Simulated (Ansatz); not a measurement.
# CH6NSbSi: a ladder of functionals and wavefunction methods

One table from this session's results is given with a row withheld; the runs are named, their logs left out.

The runs use Ansatz 0.2.0, Gaussian basis; functionals in def2-TZVPP, the program's frozen cores in correlated methods.

The runs, in order: PBE-D4, r2SCAN-D4, PBE0-D4, B3LYP-D4, ωB97X-V, ωB97M-V, B2PLYP; CCSD(T)/def2-TZVPP; MP2/def2-QZVPP; extrapolation to the limit.

### The geometry

The geometry comes from an earlier relaxation with PBE0-D4 in a triple-zeta def2 set; it is a stationary point, not always the lowest conformer. Sb takes the def2 core potential; no spin-orbit term is included.

SMILES `C=N[SiH2][SbH2]`, 10 atoms, charge 0, spin multiplicity 1.

Atoms are counted from 1 here; the program's logs count them from 0.

Bond lengths: C1–N2 1.256 Å, C1–H5 1.096 Å, C1–H6 1.101 Å, N2–Si3 1.743 Å, Si3–Sb4 2.586 Å, Si3–H7 1.486 Å, Si3–H8 1.486 Å, Sb4–H9 1.710 Å, Sb4–H10 1.710 Å. Angles: N2–C1–H5 120.0°, N2–C1–H6 124.2°, H5–C1–H6 115.8°, C1–N2–Si3 126.8°, N2–Si3–Sb4 117.6°, N2–Si3–H7 107.0°, N2–Si3–H8 107.0°, Sb4–Si3–H7 108.1°, Sb4–Si3–H8 108.2°, H7–Si3–H8 108.7°, Si3–Sb4–H9 91.3°, Si3–Sb4–H10 91.3°, H9–Sb4–H10 91.3°.

Set-up of the first run:

Contents of in.yaml:

```yaml
crystal:
  periodic: [false, false, false]
  atoms:
    - {symbol: C, position_ang: [-1.278976, 0.259058, -1.137354]}
    - {symbol: N, position_ang: [-0.842296, -0.863399, -0.781176]}
    - {symbol: Si, position_ang: [0.441610, -1.169924, 0.357395]}
    - {symbol: Sb, position_ang: [1.597004, 0.874200, 1.441372]}
    - {symbol: H, position_ang: [-2.095968, 0.323597, -1.865184]}
    - {symbol: H, position_ang: [-0.892755, 1.219888, -0.763315]}
    - {symbol: H, position_ang: [1.476701, -1.960045, -0.358231]}
    - {symbol: H, position_ang: [-0.131491, -2.007365, 1.442821]}
    - {symbol: H, position_ang: [0.086488, 1.617985, 1.741808]}
    - {symbol: H, position_ang: [1.722983, 1.654805, -0.075134]}
basis:
  gaussian: {orbitals: def2-TZVPP}
hamiltonian: {xc: pbe, dispersion: d4}
output: {forces: true, orbitals: {seedname: orbitals}}
```

Launch:

```bash
$ ansatz run in.yaml --threads 4 --pin off --events-out ev --progress --plain --max-ram 10444MiB
```

Steps of the session up to this table: PBE-D4 (GGA); r2SCAN-D4 (meta-GGA); PBE0-D4 (hybrid); B3LYP-D4 (hybrid); ωB97X-V (range-separated); ωB97M-V (range-separated); B2PLYP (double hybrid); CCSD(T) in def2-TZVPP; MP2 in def2-QZVPP.

One of the session's tables, all rows but one given; the rest of the session is left out.

| method | atomisation energy (kJ/mol) |
| --- | --- |
| PBE-D4 | 3193.4 |
| r2SCAN-D4 | ? |
| PBE0-D4 | 3124.8 |
| B3LYP-D4 | 3166.6 |
| ωB97X-V | 3172.1 |
| ωB97M-V | 3142.7 |
| B2PLYP | 3100.9 |
| HF/def2-TZVPP | 2140.3 |
| MP2/def2-TZVPP | 3030.3 |
| CCSD/def2-TZVPP | 2983.7 |
| CCSD(T)/def2-TZVPP | 3038.8 |
| MP2/CBS | 3133.9 |
| CCSD(T)/CBS | 3142.4 |

Estimate the missing values for r2SCAN-D4.

The run gave: atomisation energy (kJ/mol): 3125.8. In the column «atomisation energy (kJ/mol)» it lies between PBE0-D4 (3124.8) and MP2/CBS (3133.9).
